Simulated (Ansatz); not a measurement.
# ReCCl4: the cost of one run

Computed with Ansatz 0.2.0 (DFT PBE, scalar-relativistic, plane waves, PAW, unless a step's input says otherwise).

### Step 1. The structure to begin with

The structure is cubic, space group F-43m (No. 216). Conventional cell: a = 8.104 Å, b = 8.104 Å, c = 8.104 Å, α = 90.00°, β = 90.00°, γ = 90.00°. Re (site symmetry -43m) has 12 Cl at 3.36 Å and 4 C at 3.51 Å in its first shell of neighbours. C (site symmetry -43m) is surrounded by 12 Cl at 3.36 Å and 4 Re at 3.51 Å. Cl (site symmetry 3m) has 6 Cl at 2.85 to 2.88 Å and 3 Re at 3.36 Å in its first shell of neighbours.

As a file:

```
Re C Cl
1.0
     0.00000    4.05208    4.05208
     4.05208    0.00000    4.05208
     4.05208    4.05208    0.00000
Re C Cl
1 1 4
Cartesian
  2.0260 2.0260 2.0260
  0.0000 0.0000 0.0000
  3.0436 5.0606 3.0436
  3.0436 3.0436 5.0606
  5.0606 5.0606 5.0606
  5.0606 3.0436 3.0436
```

The cell is invented: species swapped into a database cell of CeInPt4 (F-43m, No. 216), with C on the Ce sites, Re on the In sites and Cl on the Pt sites. Lengths come from tabulated atomic sizes and are only a guess.

### Step 2. The guess as it stands, on a coarse mesh

Input file input.yaml:

```yaml
crystal:
  lattice:
    - [0.0, 4.05208211, 4.05208211]
    - [4.05208211, 0.0, 4.05208211]
    - [4.05208211, 4.05208211, 0.0]
  atoms:
    - { symbol: Re, position: [0.25, 0.25, 0.25], spin: 1.0 }
    - { symbol: C, position: [0.0, 0.0, 0.0] }
    - { symbol: Cl, position: [0.62443975, 0.12668075, 0.62443975] }
    - { symbol: Cl, position: [0.62443975, 0.62443975, 0.12668075] }
    - { symbol: Cl, position: [0.62443975, 0.62443975, 0.62443975] }
    - { symbol: Cl, position: [0.12668075, 0.62443975, 0.62443975] }
basis:
  ecutwfc: 420
kpoints:
  mp_grid: { grid: [4, 4, 4] }
hamiltonian:
  xc: pbe
scf:
  occupations: { method: gaussian, width: 0.1 }
  lower_state_search: "off"
output:
  forces: true
  stress: true
  eigenvalues: true
  populations: true
magnetization:
  spin_polarized: true
```

On the command line:

```sh
> ansatz run input.yaml --threads 1 --pin off --max-ram 2560MiB --backend cpu --events-out ev --progress --plain --runs-dir out
```

Q: Estimate wall time and peak memory on 1 thread of Intel Xeon at 2.80GHz (Skylake/Cascade Lake), shared host.

About 7.2 s, with a peak of 0.47 GiB.
